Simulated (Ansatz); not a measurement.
**Molecular dynamics of MgH₁₂Cl₂O₆**

Input:

```yaml
accuracy: low
crystal:
  lattice:
    - [5.067312, -3.641937, 0.0]
    - [5.067312, 3.641937, 0.0]
    - [-0.423841, 0.0, 6.217564]
  atoms:
    - { symbol: Mg, position: [0.0, 0.0, 0.0] }
    - { symbol: H, position: [0.238743, 0.238743, 0.261061] }
    - { symbol: H, position: [0.761257, 0.761257, 0.738939] }
    - { symbol: H, position: [0.271432, 0.271432, 0.006718] }
    - { symbol: H, position: [0.728568, 0.728568, 0.993282] }
    - { symbol: H, position: [0.323589, 0.720729, 0.279657] }
    - { symbol: H, position: [0.720729, 0.323589, 0.279657] }
    - { symbol: H, position: [0.676411, 0.279271, 0.720343] }
    - { symbol: H, position: [0.279271, 0.676411, 0.720343] }
    - { symbol: H, position: [0.080551, 0.68407, 0.317279] }
    - { symbol: H, position: [0.68407, 0.080551, 0.317279] }
    - { symbol: H, position: [0.919449, 0.31593, 0.682721] }
    - { symbol: H, position: [0.31593, 0.919449, 0.682721] }
    - { symbol: Cl, position: [0.317609, 0.317609, 0.612404] }
    - { symbol: Cl, position: [0.682391, 0.682391, 0.387596] }
    - { symbol: O, position: [0.199525, 0.199525, 0.109239] }
    - { symbol: O, position: [0.800475, 0.800475, 0.890761] }
    - { symbol: O, position: [0.163999, 0.750931, 0.221343] }
    - { symbol: O, position: [0.750931, 0.163999, 0.221343] }
    - { symbol: O, position: [0.836001, 0.249069, 0.778657] }
    - { symbol: O, position: [0.249069, 0.836001, 0.778657] }
basis:
  ecutwfc: 500.0
kpoints:
  mp_grid: { grid: [2, 2, 2] }
hamiltonian:
  xc: r2scan
scf:
  occupations: { method: fermi_dirac, width: 0.05 }
  lower_state_search: "off"
  max_iter: 54
md:
  timestep: 0.5
  n_steps: 30
  ensemble: nvt_nose_hoover
  temperature: 700.0
  initial_velocities: maxwell_boltzmann
  seed: 968215
  nose_hoover: { tau: 10.0, chain_length: 1 }
```

Command:

```bash
$ ansatz run input.yaml --threads 1 --pin off --max-ram 3072MiB --backend cpu --events-out ev --progress --plain --runs-dir out
```

It starts from an unrelaxed structure (largest force component 1.23 eV/Å).

Output, in part (step lines):

```
md step     0: t =     0.00 fs  T =   700.0 K  F+E_penalty+E_count = -7706.38133604 eV  E_kin = 1.809640 eV  conserved = -7704.57169605 eV  (8 SCF iters)
md step     1: t =     0.50 fs  T =   725.8 K  F+E_penalty+E_count = -7706.45088560 eV  E_kin = 1.876253 eV  conserved = -7704.57458893 eV  (8 SCF iters)
md step     2: t =     1.00 fs  T =   722.4 K  F+E_penalty+E_count = -7706.44382934 eV  E_kin = 1.867558 eV  conserved = -7704.57588944 eV  (8 SCF iters)
md step     3: t =     1.50 fs  T =   685.4 K  F+E_penalty+E_count = -7706.34653379 eV  E_kin = 1.771879 eV  conserved = -7704.57370745 eV  (8 SCF iters)
md step     4: t =     2.00 fs  T =   629.7 K  F+E_penalty+E_count = -7706.19775616 eV  E_kin = 1.627994 eV  conserved = -7704.56848567 eV  (8 SCF iters)
md step     5: t =     2.50 fs  T =   585.4 K  F+E_penalty+E_count = -7706.07829624 eV  E_kin = 1.513303 eV  conserved = -7704.56418184 eV  (6 SCF iters)
md step     6: t =     3.00 fs  T =   575.9 K  F+E_penalty+E_count = -7706.05264267 eV  E_kin = 1.488816 eV  conserved = -7704.56464784 eV  (4 SCF iters)
md step     7: t =     3.50 fs  T =   599.3 K  F+E_penalty+E_count = -7706.11464903 eV  E_kin = 1.549399 eV  conserved = -7704.56903411 eV  (4 SCF iters)
md step     8: t =     4.00 fs  T =   631.7 K  F+E_penalty+E_count = -7706.19848190 eV  E_kin = 1.633186 eV  conserved = -7704.57331569 eV  (4 SCF iters)
md step     9: t =     4.50 fs  T =   647.7 K  F+E_penalty+E_count = -7706.23599542 eV  E_kin = 1.674459 eV  conserved = -7704.57478445 eV  (4 SCF iters)
md step    10: t =     5.00 fs  T =   636.1 K  F+E_penalty+E_count = -7706.19881021 eV  E_kin = 1.644495 eV  conserved = -7704.57346676 eV  (8 SCF iters)
md step    11: t =     5.50 fs  T =   601.9 K  F+E_penalty+E_count = -7706.10115497 eV  E_kin = 1.555910 eV  conserved = -7704.57084721 eV  (4 SCF iters)
md step    12: t =     6.00 fs  T =   558.4 K  F+E_penalty+E_count = -7705.97928360 eV  E_kin = 1.443623 eV  conserved = -7704.56836574 eV  (4 SCF iters)
md step    13: t =     6.50 fs  T =   519.8 K  F+E_penalty+E_count = -7705.86971039 eV  E_kin = 1.343703 eV  conserved = -7704.56671245 eV  (4 SCF iters)
md step    14: t =     7.00 fs  T =   495.8 K  F+E_penalty+E_count = -7705.79774564 eV  E_kin = 1.281763 eV  conserved = -7704.56589888 eV  (4 SCF iters)
md step    15: t =     7.50 fs  T =   491.7 K  F+E_penalty+E_count = -7705.77607050 eV  E_kin = 1.271058 eV  conserved = -7704.56573227 eV  (4 SCF iters)
md step    16: t =     8.00 fs  T =   508.3 K  F+E_penalty+E_count = -7705.80681466 eV  E_kin = 1.314153 eV  conserved = -7704.56623005 eV  (4 SCF iters)
md step    17: t =     8.50 fs  T =   542.5 K  F+E_penalty+E_count = -7705.88113036 eV  E_kin = 1.402376 eV  conserved = -7704.56766727 eV  (4 SCF iters)
md step    18: t =     9.00 fs  T =   585.0 K  F+E_penalty+E_count = -7705.97554305 eV  E_kin = 1.512325 eV  conserved = -7704.57022412 eV  (3 SCF iters)
md step    19: t =     9.50 fs  T =   620.7 K  F+E_penalty+E_count = -7706.05033725 eV  E_kin = 1.604571 eV  conserved = -7704.57340469 eV  (4 SCF iters)
md step    20: t =    10.00 fs  T =   631.6 K  F+E_penalty+E_count = -7706.05850370 eV  E_kin = 1.632923 eV  conserved = -7704.57559855 eV  (8 SCF iters)
md step    21: t =    10.50 fs  T =   607.0 K  F+E_penalty+E_count = -7705.97083946 eV  E_kin = 1.569257 eV  conserved = -7704.57456463 eV  (4 SCF iters)
md step    22: t =    11.00 fs  T =   554.6 K  F+E_penalty+E_count = -7705.80797683 eV  E_kin = 1.433881 eV  conserved = -7704.56963990 eV  (4 SCF iters)
md step    23: t =    11.50 fs  T =   502.9 K  F+E_penalty+E_count = -7705.64663921 eV  E_kin = 1.300102 eV  conserved = -7704.56403175 eV  (4 SCF iters)
md step    24: t =    12.00 fs  T =   482.8 K  F+E_penalty+E_count = -7705.57103880 eV  E_kin = 1.248124 eV  conserved = -7704.56263189 eV  (4 SCF iters)
md step    25: t =    12.50 fs  T =   503.0 K  F+E_penalty+E_count = -7705.60285994 eV  E_kin = 1.300368 eV  conserved = -7704.56638057 eV  (4 SCF iters)
md step    26: t =    13.00 fs  T =   543.8 K  F+E_penalty+E_count = -7705.68593967 eV  E_kin = 1.405791 eV  conserved = -7704.57158709 eV  (5 SCF iters)
md step    27: t =    13.50 fs  T =   574.6 K  F+E_penalty+E_count = -7705.73734213 eV  E_kin = 1.485442 eV  conserved = -7704.57439348 eV  (4 SCF iters)
md step    28: t =    14.00 fs  T =   575.5 K  F+E_penalty+E_count = -7705.70557668 eV  E_kin = 1.487746 eV  conserved = -7704.57362725 eV  (4 SCF iters)
md step    29: t =    14.50 fs  T =   545.9 K  F+E_penalty+E_count = -7705.59211929 eV  E_kin = 1.411260 eV  conserved = -7704.57045036 eV  (4 SCF iters)
md step    30: t =    15.00 fs  T =   500.2 K  F+E_penalty+E_count = -7705.43737385 eV  E_kin = 1.293227 eV  conserved = -7704.56676572 eV  (8 SCF iters)
```

All steps were run. The conserved energy stayed within 0.43 meV per atom of its start (net change 0.23 meV per atom), so the integration is sound. The mean temperature of the second half is 22 % below the set value. A run of 0.015 ps of so small a system gives no equilibrium averages. Limits of this set-up: coarse k mesh, low accuracy level.

Mean squared displacements from the first frame to the last, about the centre of mass: Mg 0.01 Å², H 0.09 Å², Cl 0.01 Å², O 0.03 Å².

Last frame:

```xyz
21
Lattice="5.0673 -3.6419 0.0000 5.0673 3.6419 0.0000 -0.4238 0.0000 6.2176" Properties=species:S:1:pos:R:3
Mg -0.032 -0.031 -0.070
H 2.404 -0.180 1.650
H 7.588 0.122 4.588
H 2.709 0.323 0.170
H 7.159 0.134 5.958
H 5.141 1.556 1.773
H 4.891 -1.733 2.065
H 4.337 -1.496 4.497
H 4.436 1.836 4.392
H 3.749 2.452 1.955
H 3.487 -2.114 1.779
H 5.800 -2.026 4.298
H 5.996 2.121 4.260
Cl 3.033 -0.059 3.770
Cl 6.799 -0.018 2.477
O 1.977 -0.035 0.830
O 7.932 -0.071 5.467
O 4.446 2.160 1.394
O 4.373 -2.048 1.281
O 5.018 -2.031 4.904
O 5.203 2.180 4.813
```

The run took 5.6 min on 1 thread of Arm Neoverse V2, with other jobs on the host, peak memory 0.8 GiB.
